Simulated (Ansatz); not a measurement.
**F₂H₂OSeZr: how energies converge with the basis set**

An exercise on one series of results from a longer session: the logs are not shown, and one member is left open.

Program: Ansatz 0.2.0, Gaussian basis. Level of theory: one geometry, several basis sets. These are calculated values, not measurements.

Plan: PBE0-D4/def2-SVP; ωB97M-V/def2-SVP; PBE0-D4/def2-QZVPP; ωB97M-V/def2-QZVPP; the functionals' def2-TZVPP values are taken from earlier runs.

**The geometry**

An earlier PBE0-D4 in a triple-zeta def2 set relaxation fixed the geometry. Zr takes the def2 core potential; no spin-orbit term is included.

7 atoms, charge 0, spin multiplicity 1.

Atoms are counted from 1 here; the program's logs count them from 0.

Bond lengths: O1–Zr2 1.895 Å, O1–H6 0.954 Å, Zr2–F3 1.899 Å, Zr2–F4 1.899 Å, Zr2–Se5 2.596 Å, Se5–H7 1.472 Å. Angles: Zr2–O1–H6 168.4°, O1–Zr2–F3 111.4°, O1–Zr2–F4 111.5°, O1–Zr2–Se5 107.6°, F3–Zr2–F4 107.0°, F3–Zr2–Se5 109.7°, F4–Zr2–Se5 109.6°, Zr2–Se5–H7 88.2°.

The first run:

The input, in.yaml:

```yaml
crystal:
  periodic: [false, false, false]
  atoms:
    - {symbol: O, position_ang: [-1.134425, 0.383613, 0.912794]}
    - {symbol: Zr, position_ang: [0.161587, -0.654824, 0.001068]}
    - {symbol: F, position_ang: [1.341629, -1.513739, 1.215449]}
    - {symbol: F, position_ang: [-0.649466, -2.016742, -1.044023]}
    - {symbol: Se, position_ang: [1.505834, 0.944583, -1.540552]}
    - {symbol: H, position_ang: [-1.835849, 0.738805, 1.452522]}
    - {symbol: H, position_ang: [0.671889, 2.050303, -1.042958]}
basis:
  gaussian: {orbitals: def2-SVP}
hamiltonian: {xc: pbe0, dispersion: d4}
output: {orbitals: {seedname: orbitals}}
```

Among the steps run: PBE0-D4 in def2-SVP; ωB97M-V in def2-SVP; PBE0-D4 in def2-QZVPP; ωB97M-V in def2-QZVPP.

One table of the session follows, with a row left open; its other results are not shown here.

It belongs to the step «Functionals by basis». 

```
functional       basis  HOMO (eV)
   PBE0-D4    def2-SVP          ?
   PBE0-D4  def2-TZVPP      -7.31
   PBE0-D4  def2-QZVPP      -7.32
   ωB97M-V    def2-SVP      -9.27
   ωB97M-V  def2-TZVPP      -9.40
   ωB97M-V  def2-QZVPP      -9.42
```

**Question.** Estimate the row for PBE0-D4, def2-SVP.

As computed: HOMO (eV): -7.20. In the column «HOMO (eV)» it is the highest.
